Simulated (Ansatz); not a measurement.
**The gallium atom: how energies converge with the basis set**

How large a basis does the gallium atom need? Two functionals are run in growing sets.

Method: one geometry, several basis sets; program: Ansatz 0.2.0, Gaussian basis.

Levels to be run: PBE0/def2-SVP; ωB97M-V/def2-SVP; PBE0/def2-QZVPP; ωB97M-V/def2-QZVPP; the functionals' def2-TZVPP values are taken from earlier runs.

### 1 The atom

SMILES `[Ga]`, 1 atom, charge 0, spin multiplicity 2.

### 2 PBE0 in def2-SVP

Contents of in.yaml:

```yaml
crystal:
  periodic: [false, false, false]
  atoms:
    - {symbol: Ga, position_ang: [0.000000, 0.000000, 0.000000]}
basis:
  gaussian: {orbitals: def2-SVP}
magnetization: {spin_polarized: true, initial_magnetization: 1}
hamiltonian: {xc: pbe0}
output: {orbitals: {seedname: orbitals}}
```

After this run come: ωB97M-V in def2-SVP; PBE0 in def2-QZVPP; ωB97M-V in def2-QZVPP.

**Question.** What will the summary of the whole plan be? Wanted: PBE0: double and triple zeta above quadruple; ωB97M-V: double and triple zeta above quadruple.

The runs gave:

| quantity | value |
| --- | --- |
| PBE0: double and triple zeta above quadruple | 7.90, 1.19 eV |
| ωB97M-V: double and triple zeta above quadruple | 7.82, 1.15 eV |

For PBE0 the step from double to triple zeta gains 6.71 eV and the next only 1.19 eV. These are total energies; as a rule much of such shifts cancels in differences, which this series doesn't test.
